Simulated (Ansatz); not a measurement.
# CH₇GeNO: basis-set convergence

An exercise on one series of results from a longer session: the logs are not shown, and one member is left open.

Computed with Ansatz 0.2.0, Gaussian basis. Level: one geometry, several basis sets.

Plan: PBE0-D4/def2-SVP; ωB97M-V/def2-SVP; PBE0-D4/def2-QZVPP; ωB97M-V/def2-QZVPP; the functionals' def2-TZVPP values are taken from earlier runs.

### The geometry

All runs share one geometry, relaxed beforehand with PBE0-D4 in a triple-zeta def2 set.

SMILES `N[CH2][GeH2][OH]`, 11 atoms, charge 0, spin multiplicity 1.

Atoms are counted from 1 here; the program's logs count them from 0.

Bond lengths: N1–C2 1.456 Å, N1–H5 1.012 Å, N1–H6 1.012 Å, C2–Ge3 1.954 Å, C2–H7 1.093 Å, C2–H8 1.099 Å, Ge3–O4 1.788 Å, Ge3–H9 1.548 Å, Ge3–H10 1.543 Å, O4–H11 0.959 Å. Angles: C2–N1–H5 111.2°, C2–N1–H6 111.0°, H5–N1–H6 107.0°, N1–C2–Ge3 108.9°, N1–C2–H7 109.1°, N1–C2–H8 115.7°, Ge3–C2–H7 106.9°, Ge3–C2–H8 108.8°, H7–C2–H8 107.0°, C2–Ge3–O4 104.8°, C2–Ge3–H9 110.5°, C2–Ge3–H10 113.1°, O4–Ge3–H9 109.5°, O4–Ge3–H10 109.4°, H9–Ge3–H10 109.4°, Ge3–O4–H11 113.1°.

The first run:

in.yaml

```yaml
crystal:
  periodic: [false, false, false]
  atoms:
    - {symbol: N, position_ang: [-0.584328, 1.759701, 0.073709]}
    - {symbol: C, position_ang: [-0.804158, 0.351441, -0.225962]}
    - {symbol: Ge, position_ang: [0.883908, -0.610048, -0.018113]}
    - {symbol: O, position_ang: [0.421244, -2.336494, 0.044773]}
    - {symbol: H, position_ang: [-1.409246, 2.309745, -0.130000]}
    - {symbol: H, position_ang: [-0.373962, 1.892994, 1.054619]}
    - {symbol: H, position_ang: [-1.101298, 0.250312, -1.272525]}
    - {symbol: H, position_ang: [-1.573765, -0.150162, 0.377009]}
    - {symbol: H, position_ang: [1.575221, -0.211984, 1.307976]}
    - {symbol: H, position_ang: [1.858745, -0.382587, -1.191878]}
    - {symbol: H, position_ang: [1.173038, -2.929917, 0.000791]}
basis:
  gaussian: {orbitals: def2-SVP}
hamiltonian: {xc: pbe0, dispersion: d4}
output: {orbitals: {seedname: orbitals}}
```

Among the steps run: PBE0-D4 in def2-SVP; ωB97M-V in def2-SVP; PBE0-D4 in def2-QZVPP; ωB97M-V in def2-QZVPP.

One table of the session follows, with a row left open; its other results are not shown here.

It belongs to the step «Functionals by basis». 

```
functional       basis  HOMO (eV)  LUMO (eV)
   PBE0-D4    def2-SVP      -6.68       0.81
   PBE0-D4  def2-TZVPP      -6.96       0.34
   PBE0-D4  def2-QZVPP      -7.02       0.06
   ωB97M-V    def2-SVP      -9.06       2.62
   ωB97M-V  def2-TZVPP      -9.34       1.95
   ωB97M-V  def2-QZVPP          ?          ?
```

Q: Estimate the row for ωB97M-V, def2-QZVPP from the others.

As computed: HOMO (eV): -9.39; LUMO (eV): 1.48. In the column «HOMO (eV)» it is the lowest.
